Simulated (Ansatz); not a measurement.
## Molecular dynamics of NaAlS2O8

Input:

```yaml
crystal:
  lattice:
    - [-7.943662, 0.0, 0.0]
    - [0.0, -5.066178, 0.0]
    - [-0.384097, 0.0, 7.298667]
  atoms:
    - { symbol: Na, position: [0.57490734, 0.47138254, 0.50642177] }
    - { symbol: Al, position: [0.50963562, 0.49054816, 0.01674433] }
    - { symbol: S, position: [0.11578599, 0.4984416, 0.21652333] }
    - { symbol: S, position: [0.87256862, 0.52217672, 0.78508758] }
    - { symbol: O, position: [0.13585592, 0.49202892, 0.41824757] }
    - { symbol: O, position: [0.82967097, 0.56857725, 0.59327159] }
    - { symbol: O, position: [0.0127378, 0.24521198, 0.16683682] }
    - { symbol: O, position: [0.98649407, 0.72762678, 0.84123011] }
    - { symbol: O, position: [0.93296384, 0.24538346, 0.79224477] }
    - { symbol: O, position: [0.00593228, 0.71475927, 0.19582303] }
    - { symbol: O, position: [0.26494783, 0.49036816, 0.08465575] }
    - { symbol: O, position: [0.72436223, 0.49213702, 0.94357886] }
    - { symbol: Na, position: [-0.00812567, 0.09854023, 0.44884112] }
    - { symbol: Al, position: [-0.00587253, 0.03140482, -0.01378715] }
    - { symbol: S, position: [0.63909439, -0.00023816, 0.23463626] }
    - { symbol: S, position: [0.36032902, 0.02740995, 0.80591405] }
    - { symbol: O, position: [0.70425301, 0.00770728, 0.40906812] }
    - { symbol: O, position: [0.29672534, -0.00375677, 0.62168905] }
    - { symbol: O, position: [0.54273316, 0.74214801, 0.22026018] }
    - { symbol: O, position: [0.44967122, 0.29065827, 0.8214573] }
    - { symbol: O, position: [0.4840615, 0.81738862, 0.84129536] }
    - { symbol: O, position: [0.51807533, 0.23220018, 0.21899232] }
    - { symbol: O, position: [0.73937126, 0.00071836, 0.06081347] }
    - { symbol: O, position: [0.22321749, -0.0082647, 0.9425803] }
basis:
  ecutwfc: 420.0
kpoints:
  mp_grid: { grid: [1, 2, 1] }
hamiltonian:
  xc: pbesol
scf:
  occupations: { method: fermi_dirac, width: 0.05 }
  lower_state_search: "off"
md:
  timestep: 1.5
  n_steps: 380
  ensemble: nvt_langevin
  temperature: 1560.0
  initial_velocities: maxwell_boltzmann
  seed: 526162
  friction: 0.005
```

Command:

```bash
$ ansatz run input.yaml --threads 1 --pin off --max-ram 3072MiB --backend cpu --events-out ev --progress --plain --runs-dir out
```

It goes on from the last frame of an earlier run, with new velocities.

Output, in part (step lines):

```
md step     0: t =     0.00 fs  T =  1495.0 K  F+E_penalty+E_count = -16516.37421544 eV  E_kin = 4.637849 eV  (9 SCF iters)
md step     1: t =     1.50 fs  T =  1413.7 K  F+E_penalty+E_count = -16516.15700885 eV  E_kin = 4.385776 eV  (9 SCF iters)
md step     2: t =     3.00 fs  T =  1294.1 K  F+E_penalty+E_count = -16515.92083284 eV  E_kin = 4.014745 eV  (9 SCF iters)
md step     3: t =     4.50 fs  T =  1287.7 K  F+E_penalty+E_count = -16515.72176313 eV  E_kin = 3.994900 eV  (10 SCF iters)
md step     4: t =     6.00 fs  T =  1214.9 K  F+E_penalty+E_count = -16515.60276552 eV  E_kin = 3.768974 eV  (10 SCF iters)
md step     5: t =     7.50 fs  T =  1121.6 K  F+E_penalty+E_count = -16515.56880850 eV  E_kin = 3.479352 eV  (7 SCF iters)
md step     6: t =     9.00 fs  T =  1169.7 K  F+E_penalty+E_count = -16515.57696338 eV  E_kin = 3.628654 eV  (7 SCF iters)
md step     7: t =    10.50 fs  T =  1204.9 K  F+E_penalty+E_count = -16515.59520481 eV  E_kin = 3.737940 eV  (7 SCF iters)
[... lines left out ...]
md step   380: t =   570.00 fs  T =  1439.9 K  F+E_penalty+E_count = -16515.13310554 eV  E_kin = 4.466897 eV  (9 SCF iters)
```

The steps, from the saved trajectory:

```
time (fs)  T (K)  potential energy less start (eV)
      0.0   1495                             0.000
     18.0    900                             1.380
     36.0   1275                             0.459
     54.0   1508                            -0.107
     72.0   1289                             0.371
     90.0   1350                             0.676
    108.0   1719                            -0.018
    126.0   1427                             0.766
    144.0   1303                             0.872
    162.0   1600                             0.066
    180.0   1316                             1.465
    198.0   1498                             1.143
    216.0   1653                             1.302
    234.0   1314                             2.979
    252.0   1501                             2.487
    270.0   1327                             3.329
    288.0   1761                             2.401
    306.0   1387                             3.051
    324.0   1673                             1.621
    342.0   2128                             0.594
    360.0   1830                             1.797
    378.0   1441                             3.211
    396.0   1594                             2.267
    414.0   1312                             2.242
    432.0   1413                             2.194
    450.0   1523                             1.884
    468.0   1490                             1.437
    486.0   1495                             1.232
    504.0   1429                             0.502
    522.0   1565                             0.996
    540.0   1583                             0.588
    558.0   1375                             1.073
```

All steps were run. A run of 0.57 ps of so small a system gives no equilibrium averages. Limits of this set-up: coarse k mesh.

Mean squared displacements from the first frame to the last, about the centre of mass: Na 0.56 Å², Al 0.25 Å², S 0.09 Å², O 0.16 Å².

Last frame:

```xyz
24
Lattice="-7.9437 0.0000 0.0000 0.0000 -5.0662 0.0000 -0.3841 0.0000 7.2987" Properties=species:S:1:pos:R:3
Na -4.779 -2.761 3.708
Al -4.476 -2.626 -0.247
S -1.481 -2.119 1.087
S -7.489 -2.054 5.377
O -1.839 -2.086 2.449
O -6.833 -2.107 4.131
O -1.022 -0.809 0.699
O -8.618 -3.161 5.390
O -8.366 -0.754 5.445
O -0.343 -3.350 0.935
O -2.529 -2.642 0.282
O -6.653 -2.392 6.537
Na -1.138 -0.129 3.094
Al -0.266 0.653 -0.504
S -5.545 -0.028 1.183
S -3.584 -0.117 5.435
O -6.477 -0.007 2.284
O -3.247 0.288 4.137
O -4.511 -4.053 1.329
O -4.302 -1.453 5.542
O -4.500 -4.062 6.017
O -4.795 -1.416 1.062
O -6.287 0.277 -0.034
O -2.413 0.087 6.329
```

Time of the run: 18 min on 1 thread of Arm Neoverse V2, with other jobs on the host, peak memory 0.56 GiB.
